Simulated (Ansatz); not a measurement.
# CH4BFOSi (SMILES O=CB[SiH2]F) at SVWN5/def2-SVP

Aim: the energy change on altering one bond length of CH4BFOSi at SVWN5/def2-SVP, from 2 runs. 

The calculation is run with Ansatz 0.2.0.

152 further runs of the same task are left out: 152 set aside as unsound or not needed.

### Step 1. Starting point

CH4BFOSi: 9 atoms, total charge 0, spin state singlet. SMILES: `O=CB[SiH2]F`. Geometry: relaxed at PBE0-D4/def2-TZVP. This is one conformer, not always the lowest.

Bond lengths: O1–C2 1.227 Å, C2–B3 1.522 Å, B3–Si4 2.001 Å, Si4–F5 1.610 Å, C2–H6 1.099 Å, B3–H7 1.195 Å, Si4–H8 1.489 Å, Si4–H9 1.486 Å. Some angles: O1–C2–B3 90.0°, C2–B3–Si4 120.9°, B3–Si4–F5 110.9°, O1–C2–H6 122.9°, B3–C2–H6 147.1°, C2–B3–H7 117.0°, Si4–B3–H7 122.0°, B3–Si4–H8 109.8°, B3–Si4–H9 112.6°, F5–Si4–H8 107.4°.

### Step 2. A single-point energy at SVWN5/def2-SVP

molecule.yaml reads:

```yaml
crystal:
  periodic: [false, false, false]
  atoms:
    - {symbol: O, position_ang: [-0.789500, 0.780400, 1.703800]}
    - {symbol: C, position_ang: [-0.128300, 1.442100, 0.910400]}
    - {symbol: B, position_ang: [0.628100, 0.188700, 0.495800]}
    - {symbol: Si, position_ang: [-0.077200, -1.007600, -0.945000]}
    - {symbol: F, position_ang: [-1.360800, -0.349200, -1.659700]}
    - {symbol: H, position_ang: [-0.262400, 2.525000, 0.778500]}
    - {symbol: H, position_ang: [1.608700, -0.084900, 1.121700]}
    - {symbol: H, position_ang: [0.964000, -1.202600, -1.991900]}
    - {symbol: H, position_ang: [-0.494200, -2.338100, -0.430900]}
basis:
  gaussian:
    orbitals: def2-SVP
total_charge: 0
hamiltonian:
  xc: {name: SVWN5}
accuracy: high
output: {orbitals: {seedname: orbitals}}
```

Started as:

```console
ansatz run molecule.yaml --threads 1 --pin off --max-ram 3480MiB --events-out events.jsonl --progress --plain --runs-dir runs
```

What it wrote:

```text
Warning: RAYON_NUM_THREADS=1 ignored (pool sized by the plan → 1); use --threads N
Functional definition: SVWN5
  name "SVWN5"
  exchange = slater_x
  correlation = vwn5_c
2118 factors; integrals over basis functions are off by at most 3.7e-9 eV
mean field evaluation 1: about -14326.8877 eV, gradient 4.3e1 eV
mean field evaluation 2: about -14316.6465 eV, gradient 8.6e1 eV
mean field evaluation 4: about -14331.0073 eV, gradient 7.2e0 eV
mean field evaluation 8: about -14331.0969 eV, gradient 1.0e0 eV
mean field evaluation 16: about -14331.1000 eV, gradient 1.3e-4 eV
mean field -14331.09998194 eV, -526.6582103680 hartree, gradient 8.3e-8 eV, S^2 0.000000; 0 other end points of the search recorded, 0 dependent functions left out
reference -14331.09998530 eV, -526.6582104913 hartree; 23, 23 occupied and 71, 71 virtual orbitals, 2118 factors
Total energy: -14331.09998530 eV, -526.6582104913 hartree
```

Run time: 4.5 s. Hardware: 1 thread of Arm Neoverse V2, shared host; peak memory 0.24 GiB.

### Step 3. The distorted shape, same level

in.yaml reads:

```yaml
basis:
  gaussian: {orbitals: def2-SVP}
crystal:
  periodic: [false, false, false]
  atoms:
    - {symbol: O, position_ang: [-0.596987, 0.681654, 1.810990]}
    - {symbol: C, position_ang: [0.064213, 1.343354, 1.017590]}
    - {symbol: B, position_ang: [0.820613, 0.089954, 0.602990]}
    - {symbol: Si, position_ang: [0.115313, -1.106346, -0.837810]}
    - {symbol: F, position_ang: [-1.360800, -0.349200, -1.659700]}
    - {symbol: H, position_ang: [-0.069887, 2.426254, 0.885690]}
    - {symbol: H, position_ang: [1.801213, -0.183646, 1.228890]}
    - {symbol: H, position_ang: [1.156513, -1.301346, -1.884710]}
    - {symbol: H, position_ang: [-0.301687, -2.436846, -0.323710]}
hamiltonian: {xc: {name: SVWN5}}
accuracy: high
output: {orbitals: {seedname: orbitals}}
```

Started as:

```console
ansatz run in.yaml --threads 1 --pin off --max-ram 3480MiB --events-out events.jsonl --progress --plain --runs-dir runs
```

What it wrote:

```text
Warning: RAYON_NUM_THREADS=1 ignored (pool sized by the plan → 1); use --threads N
[... 4 set-up lines as earlier in the session ...]
2109 factors; integrals over basis functions are off by at most 8.3e-9 eV
mean field evaluation 1: about -14326.1651 eV, gradient 4.4e1 eV
mean field evaluation 2: about -14310.1728 eV, gradient 1.0e2 eV
mean field evaluation 4: about -14330.3048 eV, gradient 1.2e1 eV
mean field evaluation 8: about -14330.5665 eV, gradient 3.2e-1 eV
mean field evaluation 16: about -14330.5667 eV, gradient 3.3e-5 eV
mean field -14330.56671609 eV, -526.6386132091 hartree, gradient 3.3e-8 eV, S^2 0.000000; 0 other end points of the search recorded, 0 dependent functions left out
reference -14330.56671944 eV, -526.6386133323 hartree; 23, 23 occupied and 71, 71 virtual orbitals, 2109 factors
Total energy: -14330.56671944 eV, -526.6386133323 hartree
```

It took 4.2 s on 1 thread of Arm Neoverse V2, shared host; peak memory 0.23 GiB.

### Step 4. Summary of results

At SVWN5/def2-SVP:

| quantity | value |
| --- | --- |
| first shape: total energy | -526.65821 Eh |
| first shape: HOMO energy | -6.86 eV |
| first shape: LUMO energy | -3.18 eV |
| first shape: HOMO–LUMO gap | 3.68 eV |
| distorted shape: total energy | -526.63861 Eh |
| distorted shape: HOMO energy | -7.03 eV |
| distorted shape: LUMO energy | -3.31 eV |
| distorted shape: HOMO–LUMO gap | 3.72 eV |
| energy change with the Si4–F5 bond stretched from 1.610 to 1.851 Å | 0.533 eV |

With the Si4–F5 bond stretched from 1.610 to 1.851 Å the energy rises by 0.53 eV (12.3 kcal/mol). The first shape isn't relaxed at this level, so the change isn't measured from a minimum.
